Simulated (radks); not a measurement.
**Ge in [Ar] 3d10 4s1 4p2 4f1: an all-electron calculation**

An exercise on one series of results from a longer session: the logs are not shown, and one member is left open.

The numbers are computed with radks (a radial shooting solver on a logarithmic mesh, Libxc functionals) version 1 (scalar-relativistic Kohn-Sham, PBEsol, spin-polarised, spherical densities, point nucleus; open shells are filled with parallel spins first), except any that are marked as measured or tabulated.

### What is computed

```
element       : germanium (Z = 32)
charge        : 0
electrons     : 32
configuration : [Ar] 3d10 4s1 4p2 4f1
```

Outer shells as boxes (Hund's rule):

Ge
```
[Ar] core
3d [↑↓][↑↓][↑↓][↑↓][↑↓]
4s [↑ ]
4p [↑ ][↑ ][  ]
4f [↑ ][  ][  ][  ][  ][  ][  ]
```

The first run:

Input:

```text
Z 32
configuration [Ar] 3d10 4s1 4p2 4f1 5s0 4d0
relativity scalar-relativistic
functional pbe_sol,pbe_sol
spin polarised
nucleus point
c 137.035999084
```

One of the session's tables, all rows but one given; the rest of the session is left out.

It belongs to the step «Orbitals and density». From the orbitals of this run (lengths in bohr):

| level | <r> | outermost maximum (interpolated) | 90 % within | nodes |
| --- | --- | --- | --- | --- |
| 1s up | 0.04703 | 0.0307 | 0.0840 | 0 |
| 1s down | 0.04703 | 0.0307 | 0.0840 | 0 |
| 2s up | 0.2102 | 0.176 | 0.325 | 1 |
| 2s down | 0.2102 | 0.176 | 0.325 | 1 |
| 2p up | 0.1838 | 0.141 | 0.300 | 0 |
| 2p down | 0.1838 | 0.141 | 0.300 | 0 |
| 3s up | 0.6249 | 0.543 | 0.935 | 2 |
| 3s down | 0.6244 | 0.543 | 0.934 | 2 |
| 3p up | 0.6478 | 0.543 | 0.997 | 1 |
| 3p down | 0.6466 | 0.543 | 0.994 | 1 |
| 3d up | 0.7382 | 0.503 | 1.26 | 0 |
| 3d down | 0.7270 | 0.503 | 1.23 | 0 |
| 4s up | 1.999 | 1.71 | 2.97 | 3 |
| 4s down | 1.985 | 1.68 | 2.96 | 3 |
| 4p up | 2.445 | 2.04 | 3.69 | 2 |
| 5s up | 5.630 | 4.90 | 8.38 | 4 |
| 4d up | ? | ? | ? | ? |
| 4f up | 16.80 | 16.3 | 23.0 | 0 |

**Question.** Estimate the row for 4d up.

The run gave: <r>: 5.212; outermost maximum (interpolated): 3.75; 90 % within: 8.62; nodes: 1. In the column «<r>» it lies between 4p up (2.445) and 5s up (5.630).
